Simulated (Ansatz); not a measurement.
What does this script print? It uses Ansatz 0.2.0, Python API.

Input file `ago.cif`:
```cif
data_AgO
_cell_length_a 3.405426
_cell_length_b 3.405426
_cell_length_c 3.405426
_cell_angle_alpha 60.00000
_cell_angle_beta 60.00000
_cell_angle_gamma 60.00000
_symmetry_space_group_name_H-M 'P 1'
_symmetry_Int_Tables_number 1
loop_
_symmetry_equiv_pos_as_xyz
'x, y, z'
loop_
_atom_site_label
_atom_site_type_symbol
_atom_site_fract_x
_atom_site_fract_y
_atom_site_fract_z
Ag1 Ag    0.000000    0.000000    0.000000
O2 O    0.250000    0.250000    0.250000
```

`kconv_ago.py`
```python
'''Convergence of AgO with the k-point mesh.'''

import ansatz as az
from ase.io import read
import pandas as pd


def main() -> None:
    atoms = read('ago.cif')
    cell = az.Crystal.from_ase(atoms)

    calculation = (
        cell.calculation()
        .occupations(az.OccupationsMethod.FERMI_DIRAC, width=0.05)
        .functional('LDA')
        .pseudopotentials('paw')
        .basis(450)
        .scf(tolerance=1e-08)
        .forces()
        .stress()
    )

    rows = []
    for value in [1.0, 0.6, 0.4, 0.3]:
        summary = calculation.kpoints(spacing=value).run(threads=1, pin='off').report
        rows.append((value, summary['free_energy_ev'] / len(summary['lattice']['sites']), summary['n_iterations'], sum(summary['stress_gpa'][i][i] for i in range(3)) / 3, max(abs(f) for row in summary['forces_ev_ang'] for f in row), summary['n_kpoints']))

    table = pd.DataFrame(rows, columns=['spacing (1/A)', 'F/atom (eV)', 'iterations', 'P (GPa)', 'max component (eV/A)', 'k-points'])
    print(table.round(5).to_string(index=False))

    # the last row is the reference
    for row in rows[:-1]:
        shift = 1000 * (row[1] - rows[-1][1])
        print(f'{row[0]}: {shift:+.2f} meV/atom' + ('  (within 5 meV)' if abs(shift) < 5 else ''))


if __name__ == '__main__':
    main()
```

```console
$ python kconv_ago.py
DeckWarning: output.stress: scf.convergence.dr2_threshold = 1e-8 eV is looser than the 2e-10 eV advised for a printed stress (1e-10 eV for each atom of the cell: 2). What an SCF threshold leaves in a stress goes as its square root, and in the free energy as [...]
 spacing (1/A)  F/atom (eV)  iterations  P (GPa)  max component (eV/A)  k-points
           1.0  -4005.17091           9  5.98861                   0.0         4
           0.6  -4005.18236           8  5.75495                   0.0         8
           0.4  -4005.16219           8  5.74290                   0.0        16
           0.3  -4005.16910           8  5.71228                   0.0        29
1.0: -1.81 meV/atom  (within 5 meV)
0.6: -13.26 meV/atom
0.4: +6.91 meV/atom
```
(Warnings from the package without file and line, shortened.)

Reading the output:
- The cell holds an odd number of electrons and is run without spin, so a magnetic state may lie lower.
- Forces vanish by symmetry here and test nothing.
- Pressure is positive in compression.
- A row within the bound is followed by one outside it, so the series isn't shown to be converged.
- At these settings the cell as given stands under about 6 GPa, so it isn't at this functional's equilibrium volume.
- The structure is a deposited one; some such entries were measured under pressure or heat, so a shift against it needn't be the functional's error alone.
- Shifts are counted from the finest mesh, which is itself no proven limit.
- Hardware and time: 4.6 s on 1 thread of Arm Neoverse V1 (shared host), peak memory 0.44 GiB.

(Lines on the test bed's own set-up are left out of the output.)
